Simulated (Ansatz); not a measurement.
# FH₃S₂Si: one species, many methods

How much do the methods differ for FH₃S₂Si? The plan is to run it at one geometry with functionals of several rungs and with coupled cluster, and see how far each lands from CCSD(T) at the basis-set limit for the atomisation energy.

The runs use Ansatz 0.2.0, Gaussian basis; functionals in def2-TZVPP, the program's frozen cores in correlated methods.

The runs, in order: LDA (SPW92), PBE-D4, revPBE-D4, BLYP-D4, r2SCAN-D4, B97M-V, PBE0-D4, B3LYP-D4, r2SCANh-D4, r2SCAN0-D4, HSE06-D4, BHLYP-D4, CAM-B3LYP-D4, LC-ωPBE, ωB97X-V, ωB97M-V, B2PLYP, PBE-QIDH; CCSD(T)/def2-SVP; CCSD(T)/def2-TZVPP; MP2/def2-QZVPP; extrapolation to the limit; RPA on PBE.

### Step 1. The geometry

All runs share one geometry, relaxed beforehand with PBE0-D4 in a triple-zeta def2 set.

SMILES `F[SiH2]SS`, 7 atoms, charge 0, spin multiplicity 1.

Atoms are counted from 1 here; the program's logs count them from 0.

Bond lengths: F1–Si2 1.599 Å, Si2–S3 2.134 Å, Si2–H5 1.477 Å, Si2–H6 1.480 Å, S3–S4 2.068 Å, S4–H7 1.347 Å. Angles: F1–Si2–S3 108.3°, F1–Si2–H5 108.4°, F1–Si2–H6 108.1°, S3–Si2–H5 110.0°, S3–Si2–H6 109.6°, H5–Si2–H6 112.4°, Si2–S3–S4 87.9°, S3–S4–H7 98.2°.

### Step 2. LDA

This LDA is Slater exchange with PW92 correlation.

The input, in.yaml:

```yaml
crystal:
  periodic: [false, false, false]
  atoms:
    - {symbol: F, position_ang: [-2.082191, 1.212963, -0.054059]}
    - {symbol: Si, position_ang: [-0.581201, 0.684641, 0.098609]}
    - {symbol: S, position_ang: [-0.319643, -0.977366, -1.213952]}
    - {symbol: S, position_ang: [1.640379, -1.085650, -0.564611]}
    - {symbol: H, position_ang: [0.337714, 1.777348, -0.280756]}
    - {symbol: H, position_ang: [-0.387259, 0.246463, 1.498371]}
    - {symbol: H, position_ang: [1.453499, -1.926397, 0.470697]}
basis:
  gaussian: {orbitals: def2-TZVPP}
hamiltonian: {xc: lda}
output: {orbitals: {seedname: orbitals}}
```

Command:

```sh
$ ansatz run in.yaml --threads 2 --pin off --events-out ev --progress --plain --max-ram 4352MiB
```

The runs that follow: PBE-D4 (GGA); revPBE-D4 (GGA); BLYP-D4 (GGA); r2SCAN-D4 (meta-GGA); B97M-V (meta-GGA); PBE0-D4 (hybrid); B3LYP-D4 (hybrid); r2SCANh-D4 (hybrid); r2SCAN0-D4 (hybrid); HSE06-D4 (hybrid); BHLYP-D4 (hybrid); CAM-B3LYP-D4 (range-separated); LC-ωPBE (range-separated); ωB97X-V (range-separated); ωB97M-V (range-separated); B2PLYP (double hybrid); PBE-QIDH (double hybrid); CCSD(T) in def2-SVP; CCSD(T) in def2-TZVPP; MP2 in def2-QZVPP; RPA on PBE orbitals.

**Question.** What will the summary of the whole plan be? Wanted: atomisation energy, CCSD(T)/CBS; farthest beyond LDA; mean size of error, GGA; mean size of error, meta-GGA; mean size of error, hybrid; mean size of error, range-separated; mean size of error, double hybrid; gap, smallest and largest; T1 diagnostic.

**Answer**, as computed:

```
                               quantity                                      value
        atomisation energy, CCSD(T)/CBS                              2204.5 kJ/mol
 functionals within 11.0 kJ/mol (0.5 %)                r2SCAN-D4, ωB97X-V, ωB97M-V
                    farthest beyond LDA                    BHLYP-D4 (-92.8 kJ/mol)
                mean size of error, GGA                                27.5 kJ/mol
           mean size of error, meta-GGA                                 7.6 kJ/mol
             mean size of error, hybrid                                40.2 kJ/mol
    mean size of error, range-separated                                24.2 kJ/mol
      mean size of error, double hybrid                                47.4 kJ/mol
              gap, smallest and largest  3.98 eV (LDA (SPW92)), 11.29 eV (LC-ωPBE)
                          T1 diagnostic                                     0.0120
triples share of the correlation energy                                      3.9 %
```

What this shows: LDA overbinds by 322.6 kJ/mol (15 %). PBE-D4 misses by +15.2 kJ/mol. Double hybrids carry the basis error of their MP2 part in triple zeta, and no dispersion term here, so their miss is partly the set-up's. By mean error the best rung here is meta-GGA (7.6 kJ/mol) and the worst beyond LDA is double hybrid (47.4 kJ/mol). Misses under about 11.0 kJ/mol are within the doubt on the reference itself, which lacks core-valence correlation, relativity and higher excitations. Hartree-Fock recovers 70 % of the binding; the rest is correlation. CCSD(T) in def2-SVP is off by -247.2 kJ/mol, more than most functionals: a good method in a small basis is no reference. Orbital gaps span 4.0 to 11.3 eV; exact exchange widens them.
